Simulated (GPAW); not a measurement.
# In3SbTe2 (P-3m1) in GPAW: single point with LDA

Aim: the single point of In3SbTe2 with LDA.

Everything below comes from runs of GPAW 26.7.0. Logs are shortened: lines on timing, memory, paths and dates and some standing lists are left out, and cuts for length are marked. The log counts tension as positive stress, the text compression.

## Step 1: Starting point

It takes space group P-3m1 (No. 164, trigonal). The conventional cell has a = 4.428 Å, b = 4.428 Å, c = 10.756 Å, α = 90.00°, β = 90.00°, γ = 120.00°. Around Te (site symmetry 3m) lie 6 In at 3.15 Å. Sb (site symmetry -3m) has 6 In at 3.06 Å as nearest neighbours. In (site symmetry 3m) is surrounded by 3 Sb at 3.06 Å and 3 Te at 3.15 Å. Around In (site symmetry -3m) lie 6 Te at 3.15 Å.

The cell comes from a database or a generator and needn't be the stable form of this composition.

## Step 2: Single point, LDA

The input, run.py:

```python
from ase import Atoms
from ase.dft.bandgap import bandgap
from ase.io import write
from ase.units import GPa
from gpaw import GPAW, PW

atoms = Atoms(['Te', 'Te', 'Sb', 'In', 'In', 'In'],
              cell=[[4.4280963236, 0.0, 0.0],
                    [-2.2140481618, 3.8348439066, 0.0],
                    [0.0, 0.0, 10.756447]],
              scaled_positions=[[0.6666666667, 0.3333333333, 0.328314],
                                [0.3333333333, 0.6666666667, 0.671686],
                                [0.0, 0.0, 0.0],
                                [0.6666666667, 0.3333333333, 0.843074],
                                [0.3333333333, 0.6666666667, 0.156926],
                                [0.0, 0.0, 0.5]],
              pbc=True)

calc = GPAW(mode=PW(450),
            xc='LDA',
            kpts={'size': (6, 6, 2), 'gamma': True},
            occupations={'name': 'fermi-dirac', 'width': 0.05},
            nbands=52,
            maxiter=120,
            txt='gpaw.txt')
atoms.calc = calc
energy = atoms.get_potential_energy()
forces = atoms.get_forces()
stress = atoms.get_stress()
calc.write('gs.gpw')
write('result.traj', atoms)
print(f'Energy: {energy:.6f} eV')
print('Forces (eV/A):')
print(forces.round(4))
print('Stress (GPa):', (stress / GPa).round(3))
print('Fermi level:', round(calc.get_fermi_level(), 4), 'eV')
print(f'Gap: {bandgap(calc)[0]:.4f} eV, direct: {bandgap(calc, direct=True)[0]:.4f} eV')
```

Potentials or basis: the program's PAW data sets (release 1.2.1) made for this functional, pw.

The run is started by

```console
$ OMP_NUM_THREADS=1 python run.py
```

gpaw.txt:

```text
__  _  _
 | _ |_)|_||  |
 |__||  | ||/\| - 26.7.0

Input parameters:
  mode=PW(ecut=450.00000000000006),
  kpts=MonkhorstPack(size=(6, 6, 2), gamma=True),
  maxiter=120,
  nbands=52,
  occupations=Occupations(name='fermi-dirac', width=0.05),
  xc=XC(name='LDA')

Diagonalizing LCAO Hamiltonian
Converting LCAO to pw mode

             In

         Te

       In
             Te

         In

       Sb

Atoms  # Å, Bohr magnetons
|   | symbol |         x |        y |        z |    initial magnetic moments |
|---|--------|-----------|----------|----------|-----------------------------|
| 0 |     Te |  2.214048 | 1.278281 | 3.531492 | ( 0.0000,  0.0000,  0.0000) |
| 1 |     Te | -0.000000 | 2.556563 | 7.224955 | ( 0.0000,  0.0000,  0.0000) |
| 2 |     Sb |  0.000000 | 0.000000 | 0.000000 | ( 0.0000,  0.0000,  0.0000) |
| 3 |     In |  2.214048 | 1.278281 | 9.068481 | ( 0.0000,  0.0000,  0.0000) |
| 4 |     In | -0.000000 | 2.556563 | 1.687966 | ( 0.0000,  0.0000,  0.0000) |
| 5 |     In |  0.000000 | 0.000000 | 5.378223 | ( 0.0000,  0.0000,  0.0000) |

Unit cell  # Å
| periodic |         x |        y |         z |   lengths |     angles |
|----------|-----------|----------|-----------|-----------|------------|
|      yes |  4.428096 | 0.000000 |  0.000000 |  4.428096 |  90.000000 |
|      yes | -2.214048 | 3.834844 |  0.000000 |  4.428096 |  90.000000 |
|      yes |  0.000000 | 0.000000 | 10.756447 | 10.756447 | 120.000000 |

Number of symmetries: 12
Symmetry operations  # r_c * U_cc + t_c -> r_c
|    | kind |            matrix            |
|----|------|------------------------------|
|  0 |  σ   |  1, 1, 0,  0,-1, 0,  0, 0, 1 |
|  1 |  S6  |  1, 1, 0, -1, 0, 0,  0, 0,-1 |
|  2 |  E   |  1, 0, 0,  0, 1, 0,  0, 0, 1 |
|  3 |  C2  |  1, 0, 0, -1,-1, 0,  0, 0,-1 |
|  4 |  C2  |  0, 1, 0,  1, 0, 0,  0, 0,-1 |
|  5 |  C3  |  0, 1, 0, -1,-1, 0,  0, 0, 1 |
|  6 |  S6  |  0,-1, 0,  1, 1, 0,  0, 0,-1 |
|  7 |  σ   |  0,-1, 0, -1, 0, 0,  0, 0, 1 |
|  8 |  σ   | -1, 0, 0,  1, 1, 0,  0, 0, 1 |
|  9 |  i   | -1, 0, 0,  0,-1, 0,  0, 0,-1 |
| 10 |  C3  | -1,-1, 0,  1, 0, 0,  0, 0, 1 |
| 11 |  C2  | -1,-1, 0,  0, 1, 0,  0, 0,-1 |

BZ-sampling:
  Number of BZ points: 72
  Number of IBZ points: 14

  Monkhorst-Pack size: [6, 6, 2]
  Monkhorst-Pack shift: [0.08333333333333333, 0.08333333333333333, 0.25]

K-points  # in reciprocal-cell coordinates
|     |                                coordinates |     weight |
|-----|--------------------------------------------|------------|
|   0 | (  0.00000000,   0.00000000,   0.00000000) | 0.01388889 |
|   1 | (  0.00000000,   0.00000000,   0.50000000) | 0.01388889 |
|   2 | (  0.16666667,   0.00000000,   0.00000000) | 0.08333333 |
|   3 | (  0.16666667,   0.00000000,   0.50000000) | 0.08333333 |
|   4 | (  0.33333333,  -0.16666667,   0.00000000) | 0.08333333 |
|   5 | (  0.33333333,  -0.16666667,   0.50000000) | 0.08333333 |
|   6 | (  0.33333333,   0.00000000,   0.00000000) | 0.08333333 |
|   7 | (  0.33333333,   0.00000000,   0.50000000) | 0.08333333 |
|   8 | (  0.33333333,   0.33333333,   0.00000000) | 0.02777778 |
|   9 | (  0.33333333,   0.33333333,   0.50000000) | 0.02777778 |
| ... |                                            |            |
|  13 | (  0.50000000,   0.50000000,   0.50000000) | 0.04166667 |

Plane wave coefficients: 4003
Cutoff: 450.00000000000006 eV

Spin-components: 1 (collinear spins)
Bands:           52
Projectors:      34
Spin-degeneracy: 2
Datatype:        complex128

Parallelization:
  kpt:    1
  domain: 1
  band:   1

Density:
  Valence electrons: 66.0
  Components: 1
  Grid points: [24 24 54]
  Charge: 0.0  # |e|

Potential:
  Grid points: [24 24 54]

species:
  Te:
    name:    Tellurium
    Z:       52.0
    valence: 6
    core:    46
    charge:  0.0  # [|e|]
    compensation charges:
      type: gauss
      rc: 0.36  # [Å]
      lmax: 2
    cutoffs:
      filter: 2.09  # [Å]
      core: 3.17  # [Å]
    projectors
    | kind |    occ | energy [eV] | rcut [Å] |
    |------|--------|-------------|----------|
    |   5s |  2.000 |     -15.337 |    1.180 |
    |   5p |  4.000 |      -6.113 |    1.196 |
    |    s |        |      11.875 |    1.180 |
    |    p |        |      21.098 |    1.196 |
    |    d |        |       0.000 |    1.238 |

    Using partial waves for Te as LCAO basis

  Sb:
    name:    Antimony
    Z:       51.0
    valence: 15
    core:    36
    charge:  0.0  # [|e|]
    compensation charges:
      type: gauss
      rc: 0.36  # [Å]
      lmax: 2
    cutoffs:
      filter: 2.23  # [Å]
      core: 2.23  # [Å]
    projectors
    | kind |    occ | energy [eV] | rcut [Å] |
    |------|--------|-------------|----------|
    |   5s |  2.000 |     -13.069 |    1.154 |
    |   5p |  3.000 |      -4.994 |    1.233 |
    |   4d | 10.000 |     -33.564 |    1.196 |
    |    s |        |      14.142 |    1.154 |
    |    p |        |      22.217 |    1.233 |
    |    d |        |      -6.353 |    1.196 |

    Using partial waves for Sb as LCAO basis

  In:
    name:    Indium
    Z:       49.0
    valence: 13
    core:    36
    charge:  0.0  # [|e|]
    compensation charges:
      type: gauss
      rc: 0.36  # [Å]
      lmax: 2
    cutoffs:
      filter: 2.09  # [Å]
      core: 2.48  # [Å]
    projectors
    | kind |    occ | energy [eV] | rcut [Å] |
    |------|--------|-------------|----------|
    |   5s |  2.000 |      -8.474 |    1.185 |
    |   5p |  1.000 |      -2.700 |    1.244 |
    |   4d | 10.000 |     -18.723 |    1.148 |
    |    s |        |      18.738 |    1.185 |
    |    p |        |      24.512 |    1.244 |
    |    d |        |       8.489 |    1.148 |

    Using partial waves for In as LCAO basis

Reference energy: -1024910.299857  # eV

eigensolver:
  PPCG
  Converge bands: occupied
  niter=2

density mixing:
  MSR1-Mixer
  Pratt-step length: 0.05
  Maximum mixing coefficient: 0.75
  Old densities: 10
  SVD Regularization: 0.005
  Good broyden scale: 1.0
  Trust region scale: 1.0
  Backstep threshold: 4.0
  History deletion threshold: 6.0
  Fourier metric: weight=20.0, sigma=0.015

occupation numbers:
  Fermi-Dirac:
    width: 0.0500  # eV

poisson solver:
  ecut: 3600.0000000000005  # eV

xc functional:
  name: None

convergence criteria:
- Maximum [total energy] change in last 3 cyles: 0.0005 eV / valence electron
- Maximum integral of absolute [dens]ity change: 0.0001 electrons / valence electron
- Maximum integral of absolute [eigenst]ate change: 4e-08 eV^2 / valence electron
maximum number of iterations: 120

SCF iterations
|iter     | |      energy | eigst |  dens |
|---------|-|-------------|-------|-------|
|iter:   1| |  -24.246888 | +0.07 |       |
|iter:   2| |  -24.211500 | -1.74 | -1.47 |
|iter:   3| |  -24.103210 | -2.36 | -1.52 |
|iter:   4| |  -24.010459 | -2.85 | -1.75 |
|iter:   5| |  -23.994090 | -3.62 | -2.05 |
|iter:   6| |  -23.991201c| -4.24 | -2.51 |
|iter:   7| |  -23.991163c| -5.36 | -3.08 |
|iter:   8| |  -23.991188c| -6.08 | -3.45 |
|iter:   9| |  -23.991182c| -7.07 | -4.11c|
|iter:  10| |  -23.991184c| -7.57c| -4.64c|

Converged in 10 steps
Energy contributions relative to reference atoms: (reference = -1024910.299857)

Energy contributions:
  Kinetic:          34.070237
  Coulomb:         -34.102453
  Zero:              1.054325
  External:          0.000000
  Xc:              -25.003249
  Entropy:          -0.020088
  Spinorbit:         0.000000
  ----------------------------
  Free energy:     -24.001228
  Extrapolated:    -23.991184

dipole moment: (-15.565063, -26.959480, -39.130417)  # |e|*Ang

Fermi level: 5.568
Eigenvalues  # (at kpt = [0.000, 0.000, 0.000])
| band index |      eig [eV] | occ [0-2] |
|------------|---------------|-----------|
|          0 |       -22.847 |     2.000 |
|        ... |               |           |
|         25 |         3.636 |     2.000 |
|         26 |         4.309 |     2.000 |
|         27 |         4.309 |     2.000 |
|         28 |         4.416 |     2.000 |
|         29 |         4.416 |     2.000 |
|         30 |         4.608 |     2.000 |
|         31 |         5.461 |     1.789 |
|         32 |         5.461 |     1.789 |
|         33 |         6.820 |     0.000 |
|         34 |         6.866 |     0.000 |
|         35 |         8.216 |     0.000 |
|         36 |         8.235 |     0.000 |
|         37 |         8.235 |     0.000 |
|         38 |         8.416 |     0.000 |
|         39 |         8.416 |     0.000 |
|         40 |         8.582 |     0.000 |
|        ... |               |           |
|         51 |        13.605 |     0.000 |

No gap
No difference between direct/indirect transitions

Forces  # eV/Ang
|        x |        y |        z |
|----------|----------|----------|
|  0.00000 |  0.00000 |  0.00720 |  # Te   0
| -0.00000 | -0.00000 | -0.00720 |  # Te   1
|  0.00000 | -0.00000 |  0.00000 |  # Sb   2
|  0.00000 |  0.00000 |  0.12835 |  # In   3
|  0.00000 |  0.00000 | -0.12835 |  # In   4
|  0.00000 |  0.00000 |  0.00000 |  # In   5

Stress tensor  # eV/Ang^3
|        x |         y |         z |
|----------|-----------|-----------|
| 0.036299 | -0.000000 |  0.000000 |
| 0.000000 |  0.036299 | -0.000000 |
| 0.000000 | -0.000000 |  0.034642 |

# Writing to gs.gpw (mode='')
```

Wall time 51 s (1 thread of Arm Neoverse V2, shared host); peak memory 0.24 GiB.

What came out:

```yaml
Free_energy: -24.0012 eV
Pressure: -5.7 GPa
Largest_force: 0.128 eV/Å
Band_gap_on_the_k_mesh: none (metal or under the smearing width)
```

Forces on the atoms (eV/Å):
```
Te   0.000  0.000  0.007
Te   0.000  0.000 -0.007
Sb   0.000  0.000  0.000
In   0.000  0.000  0.128
In   0.000  0.000 -0.128
In   0.000  0.000  0.000
```

Levels at points of the mesh, in eV from the Fermi level:
| k point | band 29 | band 30 | band 31 | band 32 | band 33 | band 34 | band 35 | band 36 | band 37 | band 38 |
| --- | --- | --- | --- | --- | --- | --- | --- | --- | --- | --- |
| (0.00, 0.00, 0.00) | -1.15 | -1.15 | -0.96 | -0.11 | -0.11 | 1.25 | 1.30 | 2.65 | 2.67 | 2.67 |
| (0.00, 0.00, 0.50) | -1.14 | -1.14 | -0.09 | -0.09 | 0.25 | 0.54 | 1.51 | 2.16 | 2.16 | 2.33 |
| (0.50, 0.50, 0.00) | -2.64 | -2.27 | -1.76 | -1.72 | -1.05 | 0.00 | 0.29 | 3.13 | 3.21 | 3.21 |
| (0.50, 0.50, 0.50) | -2.49 | -2.23 | -1.67 | -1.37 | -0.55 | -0.55 | 1.52 | 2.21 | 2.25 | 2.29 |

Caveat: the cutoff is short for stress and forces, so pressures can be off by a GPa or more.
